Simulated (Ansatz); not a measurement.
# Si3B: the cost of one run

Method: DFT PBE, scalar-relativistic, plane waves, PAW, in Ansatz 0.2.0.

## Step 1: The starting structure

Symmetry: Fm-3m, No. 225, cubic system. The conventional cell has a = 6.067 Å, b = 6.067 Å, c = 6.067 Å, α = 90.00°, β = 90.00°, γ = 90.00°. Si (site symmetry -43m) has 4 Si at 2.63 Å and 4 B at 2.63 Å as nearest neighbours. Around Si (site symmetry m-3m) lie 8 Si at 2.63 Å. B (site symmetry m-3m) has 8 Si at 2.63 Å as nearest neighbours.

Structure file:

```cif
data_structure
_symmetry_space_group_name_H-M 'P 1'
_symmetry_Int_Tables_number 1
_cell_length_a 4.2902
_cell_length_b 4.2902
_cell_length_c 4.2902
_cell_angle_alpha 60.000
_cell_angle_beta 60.000
_cell_angle_gamma 60.000
_cell_volume 55.84
loop_
_atom_site_label
_atom_site_type_symbol
_atom_site_fract_x
_atom_site_fract_y
_atom_site_fract_z
_atom_site_occupancy
Si1 Si 0.25000 0.25000 0.25000 1
Si2 Si 0.75000 0.75000 0.75000 1
Si3 Si 0.50000 0.50000 0.50000 1
B1 B 0.00000 0.00000 0.00000 1
```

A structure generator made this guess: species swapped into a database cell of Ta3Ru (Fm-3m, No. 225), with Si on the Ta sites and B on the Ru sites. Lengths come from tabulated atomic sizes and are only a guess.

## Step 2: The guess as it stands, on a coarse mesh

Input file input.yaml:

```yaml
crystal:
  lattice:
    - [0.0, 3.03361524, 3.03361524]
    - [3.03361524, 0.0, 3.03361524]
    - [3.03361524, 3.03361524, 0.0]
  atoms:
    - { symbol: Si, position: [0.25, 0.25, 0.25] }
    - { symbol: Si, position: [0.75, 0.75, 0.75] }
    - { symbol: Si, position: [0.5, 0.5, 0.5] }
    - { symbol: B, position: [0.0, 0.0, 0.0] }
basis:
  ecutwfc: 420
kpoints:
  mp_grid: { grid: [6, 6, 6] }
hamiltonian:
  xc: pbe
scf:
  occupations: { method: gaussian, width: 0.1 }
  lower_state_search: "off"
output:
  forces: true
  stress: true
  eigenvalues: true
```

Run with:

```bash
$ ansatz run input.yaml --threads 1 --pin off --max-ram 2560MiB --backend cpu --events-out ev --progress --plain --runs-dir out
```

Q: Estimate wall time and peak memory on 1 thread of Intel Xeon at 2.70GHz, shared host.

About 2 s, with a peak of 0.31 GiB.
